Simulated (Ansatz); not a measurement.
A nudged elastic band was laid between two geometries of a periodic cell of 17 atoms, InW8C8 (surface WC(001), adsorbate In).

Theory: Ansatz 0.2.0, DFT LDA, scalar-relativistic, plane waves, PAW. Settings: PAW set soft_1, cutoff 420 eV, k mesh 5x5x1, gaussian smearing 0.05 eV, no spin polarisation.

```json
{
  "movable images": "5",
  "climbing image": "yes",
  "spring": "1.0 eV/Å²",
  "optimiser": "quadratic models (default)",
  "start path": "straight line",
  "force threshold": "0.03 eV/Å",
  "iteration limit": "27",
  "end points": "relaxed",
  "atoms held": "1, 5, 9, 13"
}
```

Initial state:

```xyz
17
Lattice="5.7877 0.0000 0.0000 -2.8939 5.0123 0.0000 0.0000 0.0000 17.2448" Properties=species:S:1:pos:R:3
W 0.000 0.000 1.000
C 1.446 0.835 2.297
W -0.003 -0.003 3.837
C 1.434 0.827 4.967
W -1.447 2.506 1.000
C -0.001 3.341 2.290
W -1.454 2.501 3.803
C -0.003 3.338 4.883
W 2.894 0.000 1.000
C 4.340 0.835 2.297
W 2.891 0.001 3.803
C 4.347 0.827 4.967
W 1.447 2.506 1.000
C 2.893 3.341 2.297
W 1.447 2.501 3.803
C 2.891 3.349 4.967
In 2.891 1.668 6.609
```

Final state:

Only the atoms that move by more than 0.05 Å are listed.
```
C4 1.444 0.832 4.883
C8 -0.013 3.333 4.967
In17 1.444 4.174 6.609
```

Task: What changes between the two ends?

Result: Contacts lost: C4–In17, W7–In17. Contacts made: W3–In17, C8–In17. The atom that moves furthest is In17, by 2.89 Å.

Task: Give the energies along the band, and the barrier.

Result: It converged. The highest image is number 3 of 0 to 6, 0.31 eV above the ends, which have the same energy within 2 meV. By the program's own check the climbing image is a first-order saddle point (lowest curvatures found: -0.50 and 1.54 eV/Å²). Limits of this set-up: coarse k mesh, thin slab, slab without dipole correction, odd electron count without spin, PAW files made for another functional.

| image | path coordinate (Å) | energy (eV) | C4–In17 (Å) | W7–In17 (Å) | W3–In17 (Å) |
| --- | --- | --- | --- | --- | --- |
| 0 | 0.00 | 0.00 | 2.35 | 3.26 | 4.34 |
| 1 | 0.45 | 0.11 | 2.29 | 3.44 | 4.25 |
| 2 | 0.90 | 0.25 | 2.28 | 3.67 | 4.17 |
| 3 | 1.36 | 0.31 | 2.31 | 3.89 | 4.10 |
| 4 | 2.00 | 0.31 | 2.72 | 4.11 | 3.85 |
| 5 | 2.64 | 0.18 | 3.27 | 4.21 | 3.54 |
| 6 | 3.28 | 0.00 | 3.76 | 4.34 | 3.26 |

Task: What is the geometry of the highest image?

Result: 
```xyz
17
Lattice="5.7877 0.0000 0.0000 -2.8939 5.0123 0.0000 0.0000 0.0000 17.2448" Properties=species:S:1:pos:R:3
W 0.000 0.000 1.000
C 1.449 0.829 2.296
W 0.010 -0.005 3.831
C 1.434 0.862 4.968
W -1.447 2.506 1.000
C -0.005 3.344 2.298
W -1.446 2.510 3.839
C 0.030 3.326 4.942
W 2.894 0.000 1.000
C 4.340 0.835 2.295
W 2.892 -0.002 3.839
C 4.356 0.830 4.916
W 1.447 2.506 1.000
C 2.900 3.343 2.296
W 1.449 2.506 3.751
C 2.866 3.342 4.969
In 1.742 2.340 6.720
```

The run took 48 min on 4 threads of Intel(R) Xeon(R) Processor @ 2.50GHz (Skylake/Cascade Lake), on a shared host, peak memory 4.2 GiB.
